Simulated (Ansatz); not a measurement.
Crystal: CrAuS2.

```xyz
4
Lattice="1.7706 1.0223 7.1080 -1.7706 1.0223 7.1080 0.0000 -2.0445 7.1080" Properties=species:S:1:pos:R:3 pbc="T T T"
Au    0.0000    0.0000    0.0000
Cr    0.0000    0.0000   10.6620
S     0.0000    0.0000    2.2962
S     0.0000    0.0000   19.0279
```

The cell comes from a database or a generator and needn't be the stable form of this composition.

```yaml
Program: Ansatz 0.2.0
Task: relaxation of cell and atoms
Functional: revPBE
Potentials_or_basis: Ansatz PAW
Cutoff: "420 eV (not typed: the program's choice for these potentials)"
k_mesh: 9 × 9 × 9
Occupations: fermi-dirac, width 0.05 eV
Spin: collinear spin, ferromagnetic start
Starting_moments: "[0.0, 3.0, 0.0, 0.0] μB"
```

At the start: volume 19.30 Å³/atom.

Problem. How do energy, volume and symmetry change on relaxing?

Solution. It ends after 5 steps and the volume is 20.07 Å³/atom (+4.0 %); space group R-3m (No. 166, to 0.05 Å); moment 3.00 μB per cell.

The path:
```tsv
step	energy change (eV)	largest force (eV/Å)	volume (Å³)
1	0.0000	0.2256	77.20
2	-0.0257	0.1039	79.84
3	-0.0276	0.0241	80.34
4	-0.0277	0.0004	80.30
5	-0.0284	0.0004	80.30
```

Final structure:
```cif
data_structure
_symmetry_space_group_name_H-M 'P 1'
_symmetry_Int_Tables_number 1
_cell_length_a 7.4358
_cell_length_b 7.4358
_cell_length_c 7.4358
_cell_angle_alpha 28.049
_cell_angle_beta 28.049
_cell_angle_gamma 28.049
_cell_volume 80.30
loop_
_atom_site_label
_atom_site_type_symbol
_atom_site_fract_x
_atom_site_fract_y
_atom_site_fract_z
_atom_site_occupancy
Au1 Au 0.00000 0.00000 0.00000 1
Cr1 Cr 0.50000 0.50000 0.50000 1
S1 S 0.10856 0.10856 0.10856 1
S2 S 0.89144 0.89144 0.89144 1
```

Caveat: the plane-wave basis is chosen anew once the cell has moved, so the energies of steps on either side of that aren't comparable; a cell with one magnetic atom can't hold antiferromagnetic order, which such compounds often take; the PAW data sets come from PBE, with cores solved anew for the run's functional, which leaves a small shift of forces and pressure.
